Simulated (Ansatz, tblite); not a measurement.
# Ge23H32 off sphere (Ge23H32): charged states by level of theory

What does removing or adding an electron cost or gain for Ge23H32 off sphere (Ge23H32)? Each charged state is run at several levels.

Method: as each input shows; program: Ansatz 0.2.0, Gaussian basis.

Levels to be run: charge +1 doublet, at the geometry of the singlet (PBE0-D4/def2-SVP, PBE-D4/def2-SVP, r2SCANh-D4/def2-SVP); charge -1 doublet, at the geometry of the singlet (PBE0-D4/def2-SVP, PBE-D4/def2-SVP, r2SCANh-D4/def2-SVP); the starting singlet's energies come from earlier runs.

1 further run of the same task is left out (set aside as unsound or not needed). Runs told in other sessions of the task aren't counted.

## Step 1: The geometry

The singlet was relaxed beforehand with PBE-D4/def2-SVP.

55 atoms, charge 0, spin multiplicity 1.

Atoms are counted from 1 here; the program's logs count them from 0.

Bond lengths: Ge1–Ge13 2.451 Å, Ge1–Ge14 2.447 Å, Ge1–H24 1.558 Å, Ge1–H25 1.557 Å, Ge2–Ge12 2.444 Å, Ge2–Ge16 2.448 Å, Ge2–H26 1.559 Å, Ge2–H27 1.554 Å, Ge3–Ge15 2.451 Å, Ge3–Ge17 2.450 Å, Ge3–H28 1.560 Å, Ge3–H29 1.556 Å, Ge4–Ge13 2.449 Å, Ge4–Ge18 2.448 Å, Ge4–Ge19 2.447 Å, Ge4–H30 1.562 Å, Ge5–Ge15 2.455 Å, Ge5–Ge18 2.449 Å and more. Angles: Ge13–Ge1–Ge14 112.5°, Ge13–Ge1–H24 109.7°, Ge13–Ge1–H25 108.7°, Ge14–Ge1–H24 109.2°, Ge14–Ge1–H25 108.9°, H24–Ge1–H25 107.6°, Ge12–Ge2–Ge16 111.7°, Ge12–Ge2–H26 109.5°, Ge12–Ge2–H27 109.1°, Ge16–Ge2–H26 109.2°, Ge16–Ge2–H27 109.7°, H26–Ge2–H27 107.6°, Ge15–Ge3–Ge17 109.3°, Ge15–Ge3–H28 108.6°, Ge15–Ge3–H29 111.1°, Ge17–Ge3–H28 108.9°, Ge17–Ge3–H29 111.0°, H28–Ge3–H29 107.9° and more.

## Step 2: Charge +1 doublet at the fixed geometry, PBE0-D4/def2-SVP

The input, in.yaml:

```yaml
crystal:
  periodic: [false, false, false]
  atoms:
    - {symbol: Ge, position_ang: [-4.520005, 1.745946, -0.628599]}
    - {symbol: Ge, position_ang: [-1.961889, -3.684485, 2.423435]}
    - {symbol: Ge, position_ang: [1.229750, -3.903050, -0.726571]}
    - {symbol: Ge, position_ang: [-1.646385, 1.814382, -3.514340]}
    - {symbol: Ge, position_ang: [1.138889, -1.037347, -3.483999]}
    - {symbol: Ge, position_ang: [-1.669289, -1.047584, -0.669846]}
    - {symbol: Ge, position_ang: [-1.630590, 1.684745, 2.237739]}
    - {symbol: Ge, position_ang: [1.200810, -1.068383, 2.130524]}
    - {symbol: Ge, position_ang: [1.195586, 1.796261, -0.660290]}
    - {symbol: Ge, position_ang: [4.019990, -1.149928, -0.765029]}
    - {symbol: Ge, position_ang: [3.875340, 2.025235, 2.407336]}
    - {symbol: Ge, position_ang: [-3.169162, -2.278812, 0.829240]}
    - {symbol: Ge, position_ang: [-3.052140, 0.418373, -2.074257]}
    - {symbol: Ge, position_ang: [-3.276860, 3.037754, 1.037040]}
    - {symbol: Ge, position_ang: [-0.251344, -2.480575, -2.064996]}
    - {symbol: Ge, position_ang: [-0.221625, -2.427345, 3.598841]}
    - {symbol: Ge, position_ang: [2.611885, -2.492125, 0.723491]}
    - {symbol: Ge, position_ang: [-0.270413, 0.357977, -4.920953]}
    - {symbol: Ge, position_ang: [-0.137766, 3.195924, -2.171381]}
    - {symbol: Ge, position_ang: [2.589142, 0.350807, -2.069007]}
    - {symbol: Ge, position_ang: [-0.225819, 0.359572, 0.729159]}
    - {symbol: Ge, position_ang: [2.544584, 0.359721, 3.605901]}
    - {symbol: Ge, position_ang: [2.504562, 3.262106, 0.804376]}
    - {symbol: H, position_ang: [-5.376375, 2.716391, -1.496804]}
    - {symbol: H, position_ang: [-5.499533, 0.784175, 0.106705]}
    - {symbol: H, position_ang: [-2.964097, -4.268192, 3.464719]}
    - {symbol: H, position_ang: [-1.323059, -4.880188, 1.664240]}
    - {symbol: H, position_ang: [2.161208, -4.699658, -1.691280]}
    - {symbol: H, position_ang: [0.414660, -4.932532, 0.107981]}
    - {symbol: H, position_ang: [-2.551783, 2.721802, -4.407714]}
    - {symbol: H, position_ang: [2.051861, -1.950945, -4.365103]}
    - {symbol: H, position_ang: [-2.373172, 0.699045, 3.188176]}
    - {symbol: H, position_ang: [-0.730475, 2.597334, 3.123093]}
    - {symbol: H, position_ang: [4.764592, -2.106223, -1.747866]}
    - {symbol: H, position_ang: [5.094097, -0.355383, 0.034020]}
    - {symbol: H, position_ang: [5.039296, 1.324243, 1.656264]}
    - {symbol: H, position_ang: [4.503462, 3.020925, 3.427354]}
    - {symbol: H, position_ang: [-4.176574, -3.129413, -0.000744]}
    - {symbol: H, position_ang: [-3.995100, -1.219142, 1.618848]}
    - {symbol: H, position_ang: [-3.944135, -0.479910, -2.991376]}
    - {symbol: H, position_ang: [-4.283416, 3.652454, 2.056333]}
    - {symbol: H, position_ang: [-2.542020, 4.214799, 0.335600]}
    - {symbol: H, position_ang: [-1.161318, -3.367905, -2.973847]}
    - {symbol: H, position_ang: [0.675843, -3.407932, 4.412847]}
    - {symbol: H, position_ang: [-0.904460, -1.466477, 4.617671]}
    - {symbol: H, position_ang: [3.507101, -3.387560, 1.638216]}
    - {symbol: H, position_ang: [-1.176062, -0.543196, -5.811093]}
    - {symbol: H, position_ang: [0.629680, 1.214241, -5.861071]}
    - {symbol: H, position_ang: [0.839016, 3.960970, -3.116616]}
    - {symbol: H, position_ang: [-0.932966, 4.256931, -1.355455]}
    - {symbol: H, position_ang: [3.468498, 1.255198, -2.991513]}
    - {symbol: H, position_ang: [1.559307, 1.104546, 4.555252]}
    - {symbol: H, position_ang: [3.467592, -0.527969, 4.493169]}
    - {symbol: H, position_ang: [1.491035, 4.148601, 1.588671]}
    - {symbol: H, position_ang: [3.390046, 4.211793, -0.056491]}
basis:
  gaussian: {orbitals: def2-SVP, fitting: {mean_field: def2-universal-jkfit}}
total_charge: 1
magnetization: {spin_polarized: true, initial_magnetization: 1}
hamiltonian: {xc: pbe0, dispersion: d4}
scf: {omitted_lower_state_checks: [starts]}
output: {orbitals: {seedname: orbitals}}
```

On the command line:

```bash
$ ansatz run in.yaml --threads 11 --pin off --events-out ev --progress --plain --max-ram 110592MiB --backend cuda --devices 0, --max-vram 75GiB
```

The log of the run:

```text
Functional definition: PBE0
  name "PBE0"
  cite "Adamo & Barone, J. Chem. Phys. 110, 6158 (1999) doi:10.1063/1.478522"
  cite "Perdew, Burke & Ernzerhof, Phys. Rev. Lett. 77, 3865 (1996) doi:10.1103/PhysRevLett.77.3865"
  parent pbe
  parameter a = 0.25
  parameter kappa = 0.804
  parameter beta = 0.06672455060314922
  exchange = (1 - a)*pbe_x(kappa = kappa, mu = beta*pi^2/3) + a*exact_x
  correlation = pbe_c(beta = beta)
these checks for a lower state are left out or cut short: starts
6694 factors; integrals over basis functions are off by at most 3.4e-1 eV
mean field evaluation 1: about -1300118.4204 eV, gradient 3.7e1 eV
mean field evaluation 2: about -1300119.2633 eV, gradient 3.3e1 eV
mean field evaluation 4: about -1300121.1650 eV, gradient 4.6e0 eV
mean field evaluation 8: about -1300121.2632 eV, gradient 3.5e-1 eV
mean field evaluation 16: about -1300121.2649 eV, gradient 6.0e-3 eV
mean field evaluation 32: about -1300121.2649 eV, gradient 3.9e-4 eV
mean field -1300121.26494180 eV, -47778.5752327662 hartree, gradient 9.5e-6 eV, S^2 0.753341; 0 other end points of the search recorded, 0 dependent functions left out
reference -1300121.26501848 eV, -47778.5752355842 hartree; 384, 383 occupied and 512, 513 virtual orbitals, 6694 factors
Total energy: -1300124.82819193 eV, -47778.7061797935 hartree
Checks for a lower state left out: starts
```

Wall time 40 s (1 × H100 with 11 threads of AMD EPYC 7R13, shared host); peak host memory 1.8 GiB.

Report: HOMO -9.58 eV, LUMO -8.66 eV (over both spins); ⟨S²⟩ 0.753 (pure: 0.75).

## Step 3: Charge +1 doublet at the fixed geometry, PBE-D4/def2-SVP

start.molden holds the orbitals of an earlier run on this state, given as this run's starting guess.

Edit in.yaml of step 2 so:

```diff
@@ -59,6 +59,6 @@
 basis:
-  gaussian: {orbitals: def2-SVP, fitting: {mean_field: def2-universal-jkfit}}
+  gaussian: {orbitals: def2-SVP, fitting: {mean_field: def2-universal-jkfit}, initial_orbitals: start.molden}
 total_charge: 1
 magnetization: {spin_polarized: true, initial_magnetization: 1}
-hamiltonian: {xc: pbe0, dispersion: d4}
+hamiltonian: {xc: pbe, dispersion: d4}
 scf: {omitted_lower_state_checks: [starts]}
```

Launched as before.

The log of the run:

```text
Functional definition: PBE
  name "PBE"
  cite "Perdew, Burke & Ernzerhof, Phys. Rev. Lett. 77, 3865 (1996) doi:10.1103/PhysRevLett.77.3865"
  parent pbe
  parameter kappa = 0.804
  parameter beta = 0.06672455060314922
  exchange = pbe_x(kappa = kappa, mu = beta*pi^2/3)
  correlation = pbe_c(beta = beta)
these checks for a lower state are left out or cut short: starts
6694 factors; integrals over basis functions are off by at most 3.4e-1 eV
mean field evaluation 1: about -1300085.1476 eV, gradient 1.6e1 eV
mean field evaluation 2: about -1300086.0948 eV, gradient 8.8e-1 eV
mean field evaluation 4: about -1300086.0563 eV, gradient 8.8e-2 eV
mean field evaluation 8: about -1300086.0571 eV, gradient 5.1e-3 eV
mean field evaluation 16: about -1300086.0571 eV, gradient 1.5e-5 eV
mean field -1300086.05709038 eV, -47777.2813680914 hartree, gradient 2.5e-6 eV, S^2 0.750714; 0 other end points of the search recorded, 0 dependent functions left out
reference -1300086.05719251 eV, -47777.2813718445 hartree; 384, 383 occupied and 512, 513 virtual orbitals, 6694 factors
Total energy: -1300089.92997466 eV, -47777.4236939634 hartree
Checks for a lower state left out: starts
```

Wall time 13 s (1 × H100 with 11 threads of AMD EPYC 7R13, shared host); peak host memory 1.7 GiB.

HOMO -8.65 eV, LUMO -8.64 eV (over both spins); ⟨S²⟩ 0.751 (pure: 0.75).

## Step 4: Charge +1 doublet at the fixed geometry, r2SCANh-D4/def2-SVP

Edit in.yaml of step 3 so:

```diff
@@ -62,3 +62,3 @@
 magnetization: {spin_polarized: true, initial_magnetization: 1}
-hamiltonian: {xc: pbe, dispersion: d4}
+hamiltonian: {xc: {name: r2SCANh}, dispersion: d4}
 scf: {omitted_lower_state_checks: [starts]}
```

Launched as before.

The log of the run:

```text
Functional definition: r2SCANh
  name "r2SCANh"
  cite "Bursch, Neugebauer, Ehlert & Grimme, J. Chem. Phys. 156, 134105 (2022) doi:10.1063/5.0086040"
  cite "Furness, Kaplan, Ning, Perdew & Sun, J. Phys. Chem. Lett. 11, 8208 (2020) doi:10.1021/acs.jpclett.0c02405"
  cite "Furness, Kaplan, Ning, Perdew & Sun, J. Phys. Chem. Lett. 11, 9248 (2020) doi:10.1021/acs.jpclett.0c03077"
  parent r2scan
  parameter a = 0.1
  parameter k0 = 0.174
  parameter k1 = 0.065
  parameter a1 = 4.9479
  exchange = (1 - a)*r2scan_x(k0 = k0, k1 = k1, a1 = a1) + a*exact_x
  correlation = r2scan_c
these checks for a lower state are left out or cut short: starts
6694 factors; integrals over basis functions are off by at most 3.4e-1 eV
mean field evaluation 1: about -1300277.5252 eV, gradient 7.9e0 eV
mean field evaluation 2: about -1300277.6981 eV, gradient 2.1e-1 eV
mean field evaluation 4: about -1300277.7593 eV, gradient 1.2e-2 eV
mean field evaluation 8: about -1300277.7593 eV, gradient 1.6e-5 eV
mean field -1300277.75926691 eV, -47784.3262931384 hartree, gradient 7.1e-6 eV, S^2 0.753669; 0 other end points of the search recorded, 0 dependent functions left out
reference -1300277.75929759 eV, -47784.3262942659 hartree; 384, 383 occupied and 512, 513 virtual orbitals, 6694 factors
Total energy: -1300279.00699246 eV, -47784.3721462068 hartree
Checks for a lower state left out: starts
```

It took 43 s on 1 × H100 with 11 threads of AMD EPYC 7R13, shared host; peak host memory 2.1 GiB.

From the report: HOMO -9.24 eV, LUMO -8.82 eV (over both spins); ⟨S²⟩ 0.754 (pure: 0.75).

## Step 5: Vertical ionisation energy

Charged state less starting state, singlet to doublet; the starting state's energies are those of its earlier runs.

| level | vertical ionisation energy (eV) | time |
| --- | --- | --- |
| PBE-D4/def2-SVP | +7.34 | 18 s |
| r2SCANh-D4/def2-SVP | +7.67 | 53 s |
| PBE0-D4/def2-SVP | +7.80 | 55 s |

Times add the two runs; a level without a time comes out of a correlated run.

Beside −ε(HOMO) of the starting state:

| level | −ε(HOMO) (eV) | by difference (eV) | mismatch (eV) |
| --- | --- | --- | --- |
| PBE-D4/def2-SVP | 5.90 | 7.34 | -1.44 |
| r2SCANh-D4/def2-SVP | 6.47 | 7.67 | -1.20 |
| PBE0-D4/def2-SVP | 6.81 | 7.80 | -0.99 |

## Step 6: Charge -1 doublet at the fixed geometry, PBE0-D4/def2-SVP

Edit in.yaml of step 4 so:

```diff
@@ -59,6 +59,6 @@
 basis:
-  gaussian: {orbitals: def2-SVP, fitting: {mean_field: def2-universal-jkfit}, initial_orbitals: start.molden}
-total_charge: 1
+  gaussian: {orbitals: def2-SVP, fitting: {mean_field: def2-universal-jkfit}}
+total_charge: -1
 magnetization: {spin_polarized: true, initial_magnetization: 1}
-hamiltonian: {xc: {name: r2SCANh}, dispersion: d4}
+hamiltonian: {xc: pbe0, dispersion: d4}
 scf: {omitted_lower_state_checks: [starts]}
```

Launched as before.

The log of the run:

```text
Functional definition: PBE0
  name "PBE0"
  cite "Adamo & Barone, J. Chem. Phys. 110, 6158 (1999) doi:10.1063/1.478522"
  cite "Perdew, Burke & Ernzerhof, Phys. Rev. Lett. 77, 3865 (1996) doi:10.1103/PhysRevLett.77.3865"
  parent pbe
  parameter a = 0.25
  parameter kappa = 0.804
  parameter beta = 0.06672455060314922
  exchange = (1 - a)*pbe_x(kappa = kappa, mu = beta*pi^2/3) + a*exact_x
  correlation = pbe_c(beta = beta)
these checks for a lower state are left out or cut short: starts
6694 factors; integrals over basis functions are off by at most 3.4e-1 eV
mean field evaluation 1: about -1300124.4839 eV, gradient 4.4e1 eV
mean field evaluation 2: about -1300117.9947 eV, gradient 5.4e1 eV
mean field evaluation 4: about -1300129.3212 eV, gradient 3.2e0 eV
mean field evaluation 8: about -1300129.3465 eV, gradient 6.4e-1 eV
mean field evaluation 16: about -1300129.3724 eV, gradient 1.0e-1 eV
mean field evaluation 32: about -1300129.3786 eV, gradient 7.2e-5 eV
mean field -1300129.37858364 eV, -47778.8734036043 hartree, gradient 6.9e-6 eV, S^2 0.752174; 0 other end points of the search recorded, 0 dependent functions left out
reference -1300129.37866482 eV, -47778.8734065874 hartree; 385, 384 occupied and 511, 512 virtual orbitals, 6694 factors
Total energy: -1300133.06491908 eV, -47779.0088739332 hartree
Checks for a lower state left out: starts
```

It took 52 s on 1 × H100 with 11 threads of AMD EPYC 7R13, shared host; peak host memory 1.8 GiB.

Report: HOMO 0.51 eV, LUMO 1.41 eV (over both spins); ⟨S²⟩ 0.752 (pure: 0.75). Doubts: highest occupied level lies above zero.

## Step 7: Charge -1 doublet at the fixed geometry, PBE-D4/def2-SVP

Edit in.yaml of step 6 so:

```diff
@@ -59,6 +59,6 @@
 basis:
-  gaussian: {orbitals: def2-SVP, fitting: {mean_field: def2-universal-jkfit}}
+  gaussian: {orbitals: def2-SVP, fitting: {mean_field: def2-universal-jkfit}, initial_orbitals: start.molden}
 total_charge: -1
 magnetization: {spin_polarized: true, initial_magnetization: 1}
-hamiltonian: {xc: pbe0, dispersion: d4}
+hamiltonian: {xc: pbe, dispersion: d4}
 scf: {omitted_lower_state_checks: [starts]}
```

The command is unchanged.

The log of the run:

```text
Functional definition: PBE
  name "PBE"
  cite "Perdew, Burke & Ernzerhof, Phys. Rev. Lett. 77, 3865 (1996) doi:10.1103/PhysRevLett.77.3865"
  parent pbe
  parameter kappa = 0.804
  parameter beta = 0.06672455060314922
  exchange = pbe_x(kappa = kappa, mu = beta*pi^2/3)
  correlation = pbe_c(beta = beta)
these checks for a lower state are left out or cut short: starts
6694 factors; integrals over basis functions are off by at most 3.4e-1 eV
mean field evaluation 1: about -1300093.0151 eV, gradient 1.6e1 eV
mean field evaluation 2: about -1300093.9643 eV, gradient 1.0e0 eV
mean field evaluation 4: about -1300093.9312 eV, gradient 1.1e-1 eV
mean field evaluation 8: about -1300093.9341 eV, gradient 4.3e-3 eV
mean field evaluation 16: about -1300093.9341 eV, gradient 2.5e-5 eV
mean field -1300093.93411686 eV, -47777.5708434752 hartree, gradient 5.2e-6 eV, S^2 0.750873; 0 other end points of the search recorded, 0 dependent functions left out
reference -1300093.93422529 eV, -47777.5708474600 hartree; 385, 384 occupied and 511, 512 virtual orbitals, 6694 factors
Total energy: -1300097.94231779 eV, -47777.7181421425 hartree
Checks for a lower state left out: starts
```

It took 14 s on 1 × H100 with 11 threads of AMD EPYC 7R13, shared host; peak host memory 1.8 GiB.

From the report: HOMO 0.70 eV, LUMO 0.74 eV (over both spins); ⟨S²⟩ 0.751 (pure: 0.75). Doubts: highest occupied level lies above zero.

## Step 8: Charge -1 doublet at the fixed geometry, r2SCANh-D4/def2-SVP

Edit in.yaml of step 7 so:

```diff
@@ -62,3 +62,3 @@
 magnetization: {spin_polarized: true, initial_magnetization: 1}
-hamiltonian: {xc: pbe, dispersion: d4}
+hamiltonian: {xc: {name: r2SCANh}, dispersion: d4}
 scf: {omitted_lower_state_checks: [starts]}
```

The command is unchanged.

The log of the run:

```text
Functional definition: r2SCANh
  name "r2SCANh"
  cite "Bursch, Neugebauer, Ehlert & Grimme, J. Chem. Phys. 156, 134105 (2022) doi:10.1063/5.0086040"
  cite "Furness, Kaplan, Ning, Perdew & Sun, J. Phys. Chem. Lett. 11, 8208 (2020) doi:10.1021/acs.jpclett.0c02405"
  cite "Furness, Kaplan, Ning, Perdew & Sun, J. Phys. Chem. Lett. 11, 9248 (2020) doi:10.1021/acs.jpclett.0c03077"
  parent r2scan
  parameter a = 0.1
  parameter k0 = 0.174
  parameter k1 = 0.065
  parameter a1 = 4.9479
  exchange = (1 - a)*r2scan_x(k0 = k0, k1 = k1, a1 = a1) + a*exact_x
  correlation = r2scan_c
these checks for a lower state are left out or cut short: starts
6694 factors; integrals over basis functions are off by at most 3.4e-1 eV
mean field evaluation 1: about -1300285.6106 eV, gradient 7.9e0 eV
mean field evaluation 2: about -1300285.7914 eV, gradient 2.2e-1 eV
mean field evaluation 4: about -1300285.8544 eV, gradient 7.3e-2 eV
mean field evaluation 8: about -1300285.8546 eV, gradient 5.4e-4 eV
mean field evaluation 16: about -1300285.8546 eV, gradient 5.4e-6 eV
mean field -1300285.85463753 eV, -47784.6237925215 hartree, gradient 5.4e-6 eV, S^2 0.753260; 0 other end points of the search recorded, 0 dependent functions left out
reference -1300285.85466820 eV, -47784.6237936487 hartree; 385, 384 occupied and 511, 512 virtual orbitals, 6694 factors
Total energy: -1300287.15397955 eV, -47784.6715424599 hartree
Checks for a lower state left out: starts
```

It took 56 s on 1 × H100 with 11 threads of AMD EPYC 7R13, shared host; peak host memory 2.1 GiB.

Report: HOMO 0.67 eV, LUMO 1.11 eV (over both spins); ⟨S²⟩ 0.753 (pure: 0.75). Doubts: highest occupied level lies above zero.

## Step 9: Vertical electron affinity

Starting state less charged state (positive: the electron is bound), singlet to doublet; the starting state's energies are those of its earlier runs.

| level | vertical electron affinity (eV) | time |
| --- | --- | --- |
| PBE-D4/def2-SVP | +0.67 | 18 s |
| r2SCANh-D4/def2-SVP | +0.47 | 66 s |
| PBE0-D4/def2-SVP | +0.44 | 67 s |

Times add the two runs; a level without a time comes out of a correlated run.

Beside −ε(LUMO) of the starting state:

| level | −ε(LUMO) (eV) | by difference (eV) | mismatch (eV) |
| --- | --- | --- | --- |
| PBE-D4/def2-SVP | 1.92 | 0.67 | +1.25 |
| r2SCANh-D4/def2-SVP | 1.57 | 0.47 | +1.10 |
| PBE0-D4/def2-SVP | 1.26 | 0.44 | +0.82 |

## Step 10: Results

```
                                           quantity                               value
vertical ionisation energy, functionals in def2-SVP  7.34 (PBE-D4) to 7.80 eV (PBE0-D4)
vertical electron affinity, functionals in def2-SVP  0.44 (PBE0-D4) to 0.67 eV (PBE-D4)
```

The vertical ionisation energy spans 7.34 to 7.80 eV over the functionals. −ε(HOMO) misses the level's own difference by -0.99 eV at best (PBE0-D4) and -1.44 eV at worst (PBE-D4). The vertical electron affinity spans 0.44 to 0.67 eV over the functionals. The anion's highest level lies above zero where self-interaction lifts it, so diffuse functions weigh on these values. −ε(LUMO) misses the level's own difference by +0.82 eV at best (PBE0-D4) and +1.25 eV at worst (PBE-D4).

The anion's highest level is positive in at least one run, so there the basis alone may hold the extra electron.
